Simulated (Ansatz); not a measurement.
# SbH2O radical (SMILES [OH][SbH]): functionals against CCSD(T) at one geometry

An exercise on one series of results from a longer session: the logs are not shown, and one member is left open.

Program: Ansatz 0.2.0, Gaussian basis. Level of theory: single points in def2-TZVPP. These are calculated values, not measurements.

Correlated methods freeze the cores. Filled d shells of the heavier atoms are correlated. Core potentials replace the inner electrons past krypton, and spin-orbit coupling is left out. Orbitals are unrestricted.

## Where the work starts

SMILES `[OH][SbH]`, 4 atoms, charge 0, spin multiplicity 2.

Atoms are counted from 1 here; the program's logs count them from 0.

Bond lengths: O1–Sb2 2.047 Å, O1–H3 1.163 Å, Sb2–H4 1.863 Å. Angles: Sb2–O1–H3 111.4°, O1–Sb2–H4 82.2°.

Coordinates:

```xyz
4
charge 0, multiplicity 2
O    -0.2050   -0.7994    0.3412
Sb    0.7746    0.8697   -0.3263
H     0.5344   -1.5663    0.8070
H    -0.9611    1.4170   -0.7261
```

Set-up of the first run:

run/in.yaml

```yaml
crystal:
  periodic: [false, false, false]
  atoms:
    - {symbol: O, position_ang: [-0.205000, -0.799400, 0.341200]}
    - {symbol: Sb, position_ang: [0.774600, 0.869700, -0.326300]}
    - {symbol: H, position_ang: [0.534400, -1.566300, 0.807000]}
    - {symbol: H, position_ang: [-0.961100, 1.417000, -0.726100]}
basis:
  gaussian: {orbitals: def2-TZVPP}
magnetization: {spin_polarized: true, initial_magnetization: 1}
correlation: {method: ccsd_t}
scf: {omitted_lower_state_checks: [cluster_reference]}
output: {forces: true}
```

No record of the launch command was kept for these runs.

Among the steps run: CCSD(T)/def2-TZVPP; PBE0-D4/def2-TZVPP; wB97M-V/def2-TZVPP; r2SCAN-D4/def2-TZVPP; PBE-D4/def2-TZVPP; BLYP-D4/def2-TZVPP; LC-wPBE/def2-TZVPP.

One table of the session follows, with a row left open; its other results are not shown here.

| method | RMS force component (eV/Å) | angle to CCSD(T) forces (°) | dipole (D) |
| --- | --- | --- | --- |
| CCSD(T) | 2.281 | reference | 2.18 |
| PBE0-D4 | 2.374 | 1.5 | 2.23 |
| wB97M-V | 2.386 | 1.6 | 2.36 |
| r2SCAN-D4 | 2.269 | 1.4 | 2.15 |
| PBE-D4 | 2.086 | 5.3 | 2.09 |
| BLYP-D4 | ? | ? | ? |
| LC-wPBE | 2.506 | 3.7 | 2.35 |

**Question.** Estimate the row for BLYP-D4.

The run gave: RMS force component (eV/Å): 2.034; angle to CCSD(T) forces (°): 8.3; dipole (D): 2.20. In the column «RMS force component (eV/Å)» it is the lowest.
